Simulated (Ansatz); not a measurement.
# CoSn (P6/mmm) in Ansatz: relaxation of cell and atoms with PBEsol

Aim: the relaxation of cell and atoms of CoSn with PBEsol.

All numbers are computed with Ansatz 0.2.0; they aren't measurements. Logs are shortened: lines on timing, memory, paths and dates and some standing lists are left out, and cuts for length are marked.

## Step 1: The crystal as given

It takes space group P6/mmm (No. 191, hexagonal). The conventional cell has a = 5.246 Å, b = 5.246 Å, c = 4.188 Å, α = 90.00°, β = 90.00°, γ = 120.00°. Sn (site symmetry 6/mmm) has 6 Co at 2.62 Å as nearest neighbours. Sn (site symmetry -6m2) has 6 Co at 2.58 Å as nearest neighbours. Co (site symmetry mmm) is surrounded by 6 Sn at 2.58 to 2.62 Å and 4 Co at 2.62 Å.

The cell is a database's computed one.

## Step 2: Relaxation of cell and atoms, PBEsol, collinear spin, ferromagnetic start

Contents of input.yaml:

```yaml
crystal:
  lattice:
    - [5.2460399276, 0.0, 0.0]
    - [-2.6230199638, 4.5432038466, 0.0]
    - [0.0, 0.0, 4.1875903]
  atoms:
    - { symbol: Sn, position: [0.0, 0.0, 0.0] }
    - { symbol: Sn, position: [0.3333333333, 0.6666666667, 0.5] }
    - { symbol: Sn, position: [0.6666666667, 0.3333333333, 0.5] }
    - { symbol: Co, position: [0.5, 0.0, 0.0], spin: 2.0 }
    - { symbol: Co, position: [0.5, 0.5, 0.0], spin: 2.0 }
    - { symbol: Co, position: [0.0, 0.5, 0.0], spin: 2.0 }
hamiltonian:
  xc: pbesol
  pseudopotentials: { kind: paw }
magnetization:
  spin_polarized: true
kpoints:
  mp_grid: { grid: [6, 6, 7] }
scf:
  occupations: { method: fermi_dirac, width: 0.05 }
output:
  forces: true
  stress: true
  eigenvalues: true
relax:
  f_tol: 0.01
  max_steps: 40
  cell: { stress_tol: 0.05 }
```

Potentials or basis: Ansatz PAW.

Run with:

```bash
ansatz run input.yaml --threads 2 --pin off --max-ram 5632MiB --backend cpu --events-out ev --progress --plain --runs-dir out
```

Log:

```text
Warning: RAYON_NUM_THREADS=2 ignored (pool sized by the plan → 2); use --threads N
Engine: ansatz 0.2.0, aarch64-unknown-linux-gnu
Pseudopotentials: kind: paw
Pseudopotential: Sn, paw, valence charge 14, recommended cutoff 420 eV (normal), Sn.paw.azcp
Pseudopotential: Co, paw, valence charge 17, recommended cutoff 420 eV (normal), Co.paw.azcp
Functional definition: PBEsol
  exchange = pbesol_x
  correlation = pbesol_c
Crystal: 6 atoms, lattice volume = 99.806 Å³
Basis set: ecut = 420 eV, 1939 PW (Γ), exchange–correlation on 72×72×60 points (8 copies of the dense FFT grid, shifted against one another)
Bands: 60, of which v1, the nominal top of the filled ones, is band 47 counted from 1 (46 counted from 0)
Symmetry: 24 space group operations
Space group: P6/mmm (ITA 191), of the structure as read, at distance tolerance 4.6e-5 Å
Magnetic group: BNS 191.233 (UNI 1463), of the structure as read, at distance tolerance 4.6e-5 Å
k-points: 28 of 252
Non-local potential: Sn, projectors of the file, l = 0: 2, l = 1: 2, l = 2: 2, l = 3: 2
Non-local potential: Co, projectors of the file, l = 0: 3, l = 1: 2, l = 2: 3, l = 3: 1
PAW form: soft (Blöchl's): semilocal exchange-correlation on the pseudo side does not see the compensation charge
PAW frozen core: Sn, regenerated for the run's functional, and the local potential with it (the file was generated under x = pbe(κ = 0.804, μ = 0.2195149727645171), c = pbe(β = 0.06672455060314922))
PAW frozen core: Co, regenerated for the run's functional, and the local potential with it (the file was generated under x = pbe(κ = 0.804, μ = 0.2195149727645171), c = pbe(β = 0.06672455060314922))
PAW one-centre angular grid: Sn, 590 points (default); XC on 64 Gauss nodes
PAW one-centre angular grid: Co, 590 points (default); XC on 64 Gauss nodes
Initial density: superposition of atomic densities (chi_scale 0.1, normalization cell)
Starting moments: Σ|m| = 6 μB on 3 of 6 sites
Initial wavefunctions: pseudopotential atomic-orbital guess
Functional: x = pbesol(κ = 0.804, μ = 0.12345679012345678), c = pbesol(β = 0.046)
[... 101 lines left out ...]
  E_aug_tail   = 0.000185  (compensation charges beyond the density's cutoff)
  E_ewald      = -11134.670797
  E_core_change = 1.419777  (= ΣΔE_core)
  E_smearing   = -0.018962  (= −TS)
  E_closure    = -0.000000  (closes the sum)
  Σ components = -33129.238568   (vs F -33129.238568, Δ=0.00e0)
--- Forces (eV/Å), atoms counted from 1 ---
  atom   1  Sn     0.00000000     0.00000000     0.00000000
  atom   2  Sn     0.00000000    -0.00000000     0.00000000
  atom   3  Sn    -0.00000000     0.00000000    -0.00000000
  atom   4  Co     0.00000000     0.00000000     0.00000000
  atom   5  Co     0.00000000    -0.00000000     0.00000000
  atom   6  Co     0.00000000    -0.00000000     0.00000000
  max |Σ_I F_I| component: 4.63e-18 eV/Å
--- Stress (GPa, compression-positive) ---
       -0.014760      -0.000000       0.000000
       -0.000000      -0.014760      -0.000000
        0.000000      -0.000000      -0.021320
  P = ⅓ Tr σ = -0.0169 GPa (-0.169 kbar)
--- Band table (eV; the first three rows and the last of 56) ---
  k-point 0 ↑: bands = ["-78.8262", "-78.8106", "-78.8106", "-42.3697", "-42.3307", "-42.3148", "-42.3148", "-42.2817", "-42.2817", "-42.2065", "-42.2065", "-42.1938", "-6.1462", "-6.0644", "-6.0644", "-6.0383", "-6.0383", "-5.9878", "-5.9683", "-5.9683", "-5.9322", "-5.9322", "-5.8941", "-5.8941", "-5.8655", "-5.8655", "-5.8161", "3.6134", "8.4003", "9.9950", "11.0451", "11.0451", "11.7328", "12.1362", "12.5382", "12.5382", "12.6214", "13.1580", "13.1580", "13.6085", "13.6085", "14.7977", "14.8100", "14.8100", "14.8434", "14.8434", "15.7872", "15.9436", "16.6868", "16.6868", "18.2328", "18.9858", "20.5000", "20.5000", "21.3431", "21.9205", "21.9205", "22.3329", "24.1615", "24.1615"]
  k-point 1 ↑: bands = ["-78.8262", "-78.8106", "-78.8106", "-42.3696", "-42.3309", "-42.3148", "-42.3148", "-42.2817", "-42.2817", "-42.2065", "-42.2065", "-42.1938", "-6.1419", "-6.0634", "-6.0634", "-6.0416", "-6.0416", "-5.9822", "-5.9805", "-5.9805", "-5.9284", "-5.9284", "-5.8866", "-5.8866", "-5.8655", "-5.8655", "-5.8146", "3.7962", "8.2438", "9.8621", "11.2459", "11.2459", "11.3200", "12.0118", "12.5754", "12.5754", "12.9620", "13.1570", "13.1570", "13.6349", "13.6349", "14.7868", "14.8118", "14.8118", "14.8249", "14.8249", "15.7874", "15.9166", "16.3997", "16.3997", "18.2962", "19.2407", "19.6699", "19.9884", "19.9884", "20.9495", "20.9495", "24.2926", "25.4674", "25.4674"]
  k-point 2 ↑: bands = ["-78.8262", "-78.8106", "-78.8106", "-42.3693", "-42.3313", "-42.3148", "-42.3148", "-42.2818", "-42.2818", "-42.2065", "-42.2065", "-42.1938", "-6.1324", "-6.0610", "-6.0610", "-6.0488", "-6.0488", "-6.0029", "-6.0029", "-5.9695", "-5.9191", "-5.9191", "-5.8749", "-5.8749", "-5.8666", "-5.8666", "-5.8110", "4.3334", "7.5734", "9.6375", "10.6002", "11.8192", "11.8192", "12.6397", "12.6485", "12.6485", "13.1246", "13.1520", "13.1520", "13.7231", "13.7231", "14.7624", "14.7859", "14.7859", "14.8100", "14.8100", "15.5658", "15.5658", "15.6160", "15.7877", "17.4109", "17.9618", "19.0769", "19.0769", "20.0051", "20.0051", "21.5539", "26.4231", "26.4231", "26.8123"]
  k-point 27 ↓: bands = ["-78.8184", "-78.8184", "-78.8106", "-42.3232", "-42.3232", "-42.3148", "-42.3092", "-42.3092", "-42.2478", "-42.2411", "-42.2168", "-42.2168", "-6.1651", "-6.1184", "-6.0518", "-6.0518", "-6.0265", "-6.0265", "-6.0066", "-5.9397", "-5.9397", "-5.8746", "-5.8746", "-5.8569", "-5.8291", "-5.8291", "-5.8188", "7.0148", "7.0148", "7.6150", "9.7807", "9.7807", "10.1560", "12.5702", "12.5702", "13.0941", "13.0941", "13.3126", "13.7764", "13.7764", "14.1065", "14.3093", "14.4403", "14.4403", "14.6636", "14.6636", "14.8746", "15.1369", "16.6083", "18.2796", "18.2796", "19.3558", "19.3558", "20.0337", "22.8290", "24.7775", "24.7775", "25.1534", "25.2844", "25.2844"]
--- Relaxed structure (3 steps of the walk, 3 accepted, 1 SCFs on fresh bases) ---
  F+E_penalty+E_count = -33129.23856819 eV   max|allowed force component| = 9.252e-17 eV/Å   (the final SCF, on the basis selected at the relaxed cell)
  cell:  # Å, volume = 98.3715 Å³
    - [5.219573473435746, -2.3233508667861286e-33, 7.260471458706651e-34]
    - [-2.609786736717873, 4.520283224914737, -7.902627493428678e-19]
    - [5.795586818515269e-34, -7.284059301207374e-19, 4.169351454833791]
  atoms:
    - { symbol: Sn, position: [1.446236244618915e-35, -3.297112704787174e-35, 9.98076499888338e-39] }
    - { symbol: Sn, position: [0.33333333333333337, 0.6666666666666669, 0.5000000000000001] }
    - { symbol: Sn, position: [0.6666666666666667, 0.33333333333333337, 0.5000000000000001] }
    - { symbol: Co, position: [0.5, -3.297112704787173e-35, 9.98076499888644e-39] }
    - { symbol: Co, position: [0.5, 0.5000000000000001, 1.2037062152420224e-35] }
    - { symbol: Co, position: [5.551115123125783e-17, 0.5000000000000001, 1.2037062152420224e-35] }
```

Wall time 64 s (2 threads of Arm Neoverse V2, shared host); peak memory 0.58 GiB.

What came out:

```
Free energy                            : -33129.2386 eV
Relaxed volume                         : 16.40 Å³/atom
Relaxed cell                           : a = 5.220 Å, b = 5.220 Å, c = 4.169 Å, α = 90.00°, β = 90.00°, γ = 120.00°
Space group after relaxing (to 0.05 Å) : P6/mmm (No. 191)
Energy gained by relaxing              : 1.6 meV/atom
Ionic steps                            : 4
Pressure after relaxing                : 0.0 GPa
Band gap on the k mesh                 : none (metal or under the smearing width)
Net moment                             : 0.00 μB per cell
Absolute moment                        : 0.00 μB per cell
```

The path:
```csv
step,energy change (eV),largest force (eV/Å),volume (Å³)
1,0.0000,0.0000,99.81
2,-0.0102,0.0000,98.07
3,-0.0104,0.0000,98.37
4,-0.0094,0.0000,98.37
```

Final structure:
```yaml
crystal:
  lattice:
    - [5.21957, 0.00000, 0.00000]
    - [-2.60979, 4.52028, 0.00000]
    - [0.00000, 0.00000, 4.16935]
  atoms:
    - { symbol: Sn, position: [0.00000, 0.00000, 0.00000] }
    - { symbol: Sn, position: [0.33333, 0.66667, 0.50000] }
    - { symbol: Sn, position: [0.66667, 0.33333, 0.50000] }
    - { symbol: Co, position: [0.50000, 0.00000, 0.00000] }
    - { symbol: Co, position: [0.50000, 0.50000, 0.00000] }
    - { symbol: Co, position: [0.00000, 0.50000, 0.00000] }
```

Caveat: the starting moments collapsed, and a magnetic state may lie lower; the plane-wave basis is chosen anew once the cell has moved, so the energies of steps on either side of that aren't comparable; the PAW data sets come from PBE, with cores solved anew for the run's functional, which leaves a small shift of forces and pressure; the starting moments weren't kept.

## Step 3: The reference run

An earlier run on the cell as given: functional PBEsol; potentials or basis Ansatz PAW; cutoff 420 eV (not typed: the program's choice for these potentials); k mesh 6 × 6 × 7; occupations fermi-dirac, width 0.05 eV; collinear spin, ferromagnetic start; starting moments [0.0, 0.0, 0.0, 2.0, 2.0, 2.0] μB.

* Pressure: -2.1 GPa
* Band gap on the k mesh: none (metal or under the smearing width)
* Net moment: 0.00 μB per cell
* Absolute moment: 0.00 μB per cell
